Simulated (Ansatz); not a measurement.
# H8N2O3SiZn2: the cost of one run

Program: Ansatz 0.2.0, Gaussian basis. Level of theory: PBE0-D4/def2-SVP. These are calculated values, not measurements.

13 further runs of the same task are left out: 1 that didn't finish, 12 set aside as unsound or not needed. Runs told in other sessions of the task aren't counted.

## (1) The system as given

The first end: 16 atoms, charge 0, spin multiplicity 1.

Atoms are counted from 1 here; the program's logs count them from 0.

Bond lengths: Si1–N2 1.771 Å, Si1–O5 1.733 Å, Si1–H10 1.493 Å, Si1–H11 1.493 Å, N2–H12 1.008 Å, N2–H13 1.008 Å, N3–Zn6 1.922 Å, N3–H14 1.014 Å, N3–H15 1.014 Å, H4–O5 0.963 Å, O5–Zn6 2.081 Å, Zn6–O7 1.781 Å, O7–Zn8 1.749 Å, Zn8–O9 1.772 Å, O9–H16 0.959 Å. Angles: N2–Si1–O5 94.7°, N2–Si1–H10 97.7°, N2–Si1–H11 97.7°, O5–Si1–H10 115.3°, O5–Si1–H11 115.3°, H10–Si1–H11 125.3°, Si1–N2–H12 119.7°, Si1–N2–H13 119.7°, H12–N2–H13 110.1°, Zn6–N3–H14 114.3°, Zn6–N3–H15 114.3°, H14–N3–H15 106.1°, Si1–O5–H4 109.2°, Si1–O5–Zn6 105.8°, H4–O5–Zn6 145.1°, N3–Zn6–O5 76.1°, N3–Zn6–O7 159.3°, O5–Zn6–O7 124.7° and more.

Coordinates:

| atom | x (Å) | y (Å) | z (Å) |
| --- | --- | --- | --- |
| Si1 | -1.3919 | 0.6298 | -0.9745 |
| N2 | -1.2647 | 0.1006 | -2.6595 |
| N3 | -1.3674 | 1.1486 | 1.0586 |
| H4 | 0.4326 | -0.6510 | -1.2117 |
| O5 | 0.0466 | -0.1889 | -0.4605 |
| Zn6 | 0.2274 | 0.2087 | 1.5740 |
| O7 | 1.5369 | -0.4046 | 2.6138 |
| Zn8 | 2.8923 | -1.4183 | 2.1727 |
| O9 | 4.2170 | -2.5336 | 1.7950 |
| H10 | -2.6723 | -0.0628 | -0.6435 |
| H11 | -1.2402 | 2.0956 | -1.2137 |
| H12 | -1.9176 | -0.5770 | -3.0199 |
| H13 | -1.0276 | 0.7690 | -3.3753 |
| H14 | -2.2072 | 0.8399 | 1.5359 |
| H15 | -1.3218 | 2.1530 | 1.1911 |
| H16 | 5.0578 | -2.1089 | 1.6174 |

The second end:

| atom | x (Å) | y (Å) | z (Å) |
| --- | --- | --- | --- |
| Si1 | -1.34338 | 0.63056 | -0.66192 |
| N2 | -1.32493 | 0.10956 | -2.78522 |
| N3 | -1.29404 | 1.04023 | 1.17705 |
| H4 | -1.25171 | -0.90061 | -2.82570 |
| O5 | 0.06789 | -0.16857 | -0.63164 |
| Zn6 | 0.52113 | -0.00911 | 1.20486 |
| O7 | 1.66171 | -0.35209 | 2.54901 |
| Zn8 | 3.10249 | -1.33849 | 2.50034 |
| O9 | 4.52500 | -2.39575 | 2.60760 |
| H10 | -2.64757 | -0.09782 | -0.64691 |
| H11 | -1.42677 | 2.03662 | -1.15965 |
| H12 | -2.10370 | 0.41128 | -3.35974 |
| H13 | -0.46427 | 0.48783 | -3.16410 |
| H14 | -2.04297 | 0.64922 | 1.73570 |
| H15 | -1.23828 | 2.02505 | 1.40722 |
| H16 | 5.25929 | -2.12791 | 2.05298 |

## (2) The band at PBE0-D4/def2-SVP

The input, neb/in.yaml:

```yaml
crystal:
  periodic: [false, false, false]
  atoms:
    - {symbol: Si, position_ang: [-1.391871, 0.629771, -0.974492]}
    - {symbol: N, position_ang: [-1.264721, 0.100616, -2.659466]}
    - {symbol: N, position_ang: [-1.367442, 1.148643, 1.058612]}
    - {symbol: H, position_ang: [0.432642, -0.650989, -1.211745]}
    - {symbol: O, position_ang: [0.046605, -0.188919, -0.460478]}
    - {symbol: Zn, position_ang: [0.227410, 0.208666, 1.573974]}
    - {symbol: O, position_ang: [1.536926, -0.404612, 2.613789]}
    - {symbol: Zn, position_ang: [2.892261, -1.418349, 2.172688]}
    - {symbol: O, position_ang: [4.217036, -2.533584, 1.794990]}
    - {symbol: H, position_ang: [-2.672259, -0.062788, -0.643532]}
    - {symbol: H, position_ang: [-1.240240, 2.095611, -1.213749]}
    - {symbol: H, position_ang: [-1.917643, -0.576979, -3.019860]}
    - {symbol: H, position_ang: [-1.027567, 0.768952, -3.375294]}
    - {symbol: H, position_ang: [-2.207175, 0.839870, 1.535912]}
    - {symbol: H, position_ang: [-1.321833, 2.152988, 1.191126]}
    - {symbol: H, position_ang: [5.057773, -2.108897, 1.617424]}
basis:
  gaussian: {orbitals: def2-SVP}
hamiltonian: {xc: pbe0, dispersion: d4}
neb:
  images: 5
  climbing: true
  max_iterations: 40
  initial_path: idpp
  final_atoms:
    - {symbol: Si, position_ang: [-1.343383, 0.630562, -0.661915]}
    - {symbol: N, position_ang: [-1.324928, 0.109560, -2.785219]}
    - {symbol: N, position_ang: [-1.294042, 1.040233, 1.177053]}
    - {symbol: H, position_ang: [-1.251707, -0.900611, -2.825695]}
    - {symbol: O, position_ang: [0.067893, -0.168574, -0.631644]}
    - {symbol: Zn, position_ang: [0.521134, -0.009112, 1.204860]}
    - {symbol: O, position_ang: [1.661709, -0.352090, 2.549014]}
    - {symbol: Zn, position_ang: [3.102491, -1.338490, 2.500335]}
    - {symbol: O, position_ang: [4.524997, -2.395748, 2.607603]}
    - {symbol: H, position_ang: [-2.647573, -0.097820, -0.646910]}
    - {symbol: H, position_ang: [-1.426774, 2.036622, -1.159651]}
    - {symbol: H, position_ang: [-2.103701, 0.411283, -3.359735]}
    - {symbol: H, position_ang: [-0.464269, 0.487830, -3.164100]}
    - {symbol: H, position_ang: [-2.042966, 0.649218, 1.735703]}
    - {symbol: H, position_ang: [-1.238275, 2.025048, 1.407222]}
    - {symbol: H, position_ang: [5.259292, -2.127911, 2.052980]}
```

Command:

```bash
ansatz run in.yaml --threads 5 --pin off --events-out ev --progress --plain --max-ram 66560MiB --backend cuda --devices 0, --max-vram 37GiB
```

**Question.** How long does this run take on 1 × a share of an NVIDIA H100 with 5 threads of AMD EPYC 7R13, shared host, and how much memory does it need?

About 7.3 min, with a peak of 1.1 GiB on the host.
